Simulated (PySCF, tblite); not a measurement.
**C2H4F3P3: geometry, infrared bands and NMR shifts**

Wanted: the infrared bands and NMR shifts of C2H4F3P3 (`FC(F)(F)/P=P\CP`), by calculation.

The runs use tblite 0.8.0 and PySCF 2.14.0, with density-fitted response routines of our own; the level of theory stands in each step. All values are computed, except where a source is named. Atoms count from 0, in the outputs and in this text.

## Step 1: The starting structure

12 atoms, charge 0, multiplicity 1; geometry from: force field or distance geometry start.

Bonds of the start (Å): F0–C1 1.38, C1–F2 1.40, C1–F3 1.39, C1–P4 1.84, P4–P5 2.00, P5–C6 1.87, C6–P7 1.85, C6–H8 1.10, C6–H9 1.10, P7–H10 1.46, P7–H11 1.47.

## Step 2: Optimising the geometry with GFN2-xTB

What the job is given:

```
{"job": {"kind": "relax", "xc": "GFN2-xTB", "basis": "xTB"}, "charge": 0, "multiplicity": 1}
F      1.449400     0.853700     0.900700
C      2.286300     0.092400     0.115800
F      2.745100    -1.037400     0.801500
F      3.428800     0.813200    -0.198500
P      1.487700    -0.490300    -1.431400
P     -0.462800    -0.286900    -1.806500
C     -1.548900     0.524900    -0.524100
P     -2.267500    -0.749500     0.604500
H     -2.364900     0.994800    -1.101200
H     -0.970500     1.280400     0.018500
H     -1.311800    -1.850800     0.670700
H     -2.469600    -0.145000     1.924200
```

Command:

```
OMP_NUM_THREADS=1 python probes_run.py task.json out
```

One launch serves the whole session: the jobs run in the order shown.

**Question.** This job is followed by: GFN2-xTB harmonic vibrations, gas phase; GIAO PBE0/pcSseg-1 NMR shielding, non-relativistic, gas phase. Predict these results of the whole session: strongest single infrared mode (GFN2-xTB); zero-point energy (GFN2-xTB); 13C shifts against TMS (PBE0/pcSseg-1); 1H shifts against TMS (PBE0/pcSseg-1, means over atoms taken as alike); 19F shifts against CFCl3 (PBE0/pcSseg-1, means over atoms taken as alike); 31P shifts against H3PO4 (PBE0/pcSseg-1).

As calculated:

| quantity | value |
| --- | --- |
| strongest single infrared mode (GFN2-xTB) | 1070 cm⁻¹, 292 km/mol |
| zero-point energy (GFN2-xTB) | 37.5 kcal/mol |
| 13C shifts against TMS (PBE0/pcSseg-1) | 141.0, 37.9 ppm |
| 1H shifts against TMS (PBE0/pcSseg-1, means over atoms taken as alike) | 3.86, 3.12 ppm |
| 19F shifts against CFCl3 (PBE0/pcSseg-1, means over atoms taken as alike) | -57.4 ppm |
| 31P shifts against H3PO4 (PBE0/pcSseg-1) | 609.9, 506.4, -186.0 ppm |

What this shows: Relaxing lowered the energy by 1.265 eV in 134 steps; the close pair that moved most is C1–P4, from 1.836 to 1.909 Å. No mode is imaginary among the 30: a minimum at this level. The strongest single mode, at 1070 cm⁻¹, moves mainly C1. Unscaled tight-binding wavenumbers are off by several per cent, some by more. Its intensities can rank the bands wrongly. At PBE0/pcSseg-1: The largest span, 1528 ppm, is at P5, where the paramagnetic term is -1258 ppm.
